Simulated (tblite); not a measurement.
# C7H15BO: the cost of one run

The runs use tblite 0.8.0 and PySCF 2.14.0, with density-fitted response routines of our own; the level of theory stands in each step. All values are computed, except where a source is named. Atoms count from 0, in the outputs and in this text.

## 1. The molecule as given

24 atoms, charge 0, multiplicity 1; geometry from: force field or distance geometry start.

Bonds of the start (Å): C0–C1 1.33, C1–C2 1.52, C2–C3 1.56, C3–C4 1.56, C3–C5 1.54, C3–B6 1.62, B6–O7 1.47, O7–C8 1.40, C0–H9 1.08, C0–H10 1.09, C1–H11 1.08, C2–H12 1.12, C2–H13 1.11, C4–H14 1.11, C4–H15 1.11, C4–H16 1.11, C5–H17 1.10, C5–H18 1.11, C5–H19 1.11, B6–H20 1.19, C8–H21 1.12, C8–H22 1.11, C8–H23 1.11.

## 2. Optimising the geometry with GFN2-xTB

Job settings and geometry (Å):

```
{"job": {"kind": "relax", "xc": "GFN2-xTB", "basis": "xTB"}, "charge": 0, "multiplicity": 1}
C      1.728700     1.924700    -0.475400
C      1.631700     0.650800    -0.854400
C      1.480000    -0.470100     0.166200
C     -0.002900    -0.914100     0.351600
C     -0.028000    -2.081700     1.384500
C     -0.606700    -1.426700    -0.973300
B     -0.891200     0.289500     0.965100
O     -2.135400     0.734100     0.328300
C     -1.872600     1.890500    -0.420700
H      1.821200     2.702200    -1.221300
H      1.674300     2.210400     0.570700
H      1.664000     0.395800    -1.899800
H      1.906000    -0.158300     1.148900
H      2.080200    -1.330100    -0.194700
H      0.402000    -1.755500     2.354200
H     -1.069600    -2.431700     1.566300
H      0.568900    -2.937900     1.005600
H     -0.642800    -0.624100    -1.731200
H     -1.635900    -1.803500    -0.813200
H      0.018600    -2.253000    -1.377200
H     -0.600600     0.746700     2.024600
H     -1.507300     2.725400     0.225900
H     -2.821400     2.245600    -0.867000
H     -1.172900     1.690800    -1.256300
```

On the command line:

```sh
OMP_NUM_THREADS=1 python probes_run.py task.json out
```

One launch serves the whole session: the jobs run in the order shown.

**Question.** How long does this first job take on 1 thread of Arm Neoverse N1, shared host?

About 1.6 s.
